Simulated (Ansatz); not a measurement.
Working through a single point in a Gaussian basis of C2H7BOSi, SMILES O=CBC[SiH3]

With Ansatz 0.2.0 through its Python package.

The cells in order, each with its output:

In [1]:
```python
import json

import ansatz

geometry_ang = [
    ("O", (-2.2224, -0.2474, 0.4839)),
    ("C", (-1.5896, 0.5104, 1.1831)),
    ("B", (-0.1948, 0.9756, 0.7055)),
    ("C", (0.5038, 0.5731, -0.7041)),
    ("Si", (0.9078, -1.2534, -0.7286)),
    ("H", (-1.9665, 0.8536, 2.1448)),
    ("H", (0.4704, 1.7298, 1.4024)),
    ("H", (-0.2839, 0.7739, -1.4994)),
    ("H", (1.3403, 1.1848, -0.8645)),
    ("H", (-0.2801, -2.0765, -0.4452)),
    ("H", (1.894, -1.4977, 0.3601)),
    ("H", (1.498, -1.5814, -2.0039)),
]
geometry = ansatz.Crystal.molecule()
for symbol, xyz in geometry_ang:
    geometry = geometry.atom(symbol, xyz)
```

In [2]:
```python
calculation = (
    geometry.calculation()
    .basis(gaussian="def2-SVPD")
    .functional("CAM-B3LYP")
)
out = calculation.run(threads=1)
r = out.report

r["mean_field"]["state"]["spin_squared"]
```
Out [2]:
```text
-5.684341886080802e-14
```

In [3]:
```python
r["free_energy_ev"]
```
Out [3]:
```text
-12779.50073862514
```

In [4]:
```python
for key in ("converged", "free_energy_ev", "reference_energy_ev", "n_frozen", "n_occupied", "n_virtual"):
    print(f"{key:22s} {r[key]}")
```
```text
converged              True
free_energy_ev         -12779.50073862514
reference_energy_ev    -12779.50073862514
n_frozen               0
n_occupied             [23, 23]
n_virtual              [140, 140]
```

In [5]:
```python
state = r["mean_field"]["state"]
print(f"mean field: {state['energy']['hartree']:.7f} Ha, <S^2> = {abs(state['spin_squared']):.4f}, stability: {state.get('stability', {}).get('kind')}")
with open("c2h7bosi.json", "w") as handle:
    json.dump({k: r[k] for k in ("free_energy_ev", "reference_energy_ev", "n_occupied", "n_virtual")}, handle, indent=1)
```
```text
mean field: -469.6379899 Ha, <S^2> = 0.0000, stability: minimum
```

File `c2h7bosi.json` afterwards:
```json
{
 "free_energy_ev": -12779.50073862514,
 "reference_energy_ev": -12779.50073862514,
 "n_occupied": [
  23,
  23
 ],
 "n_virtual": [
  140,
  140
 ]
}
```

Notes:
- Total energies depend on the basis set; only differences at equal settings carry meaning.
- The geometry is a force-field or estimated start, not a minimum of this method, and the basis set is short of its limit.
- Hardware and time: 9.6 s on 1 thread of Arm Neoverse V1, with other jobs on the host, peak memory 0.42 GiB.

(Lines on the test bed's own set-up are left out of the output.)
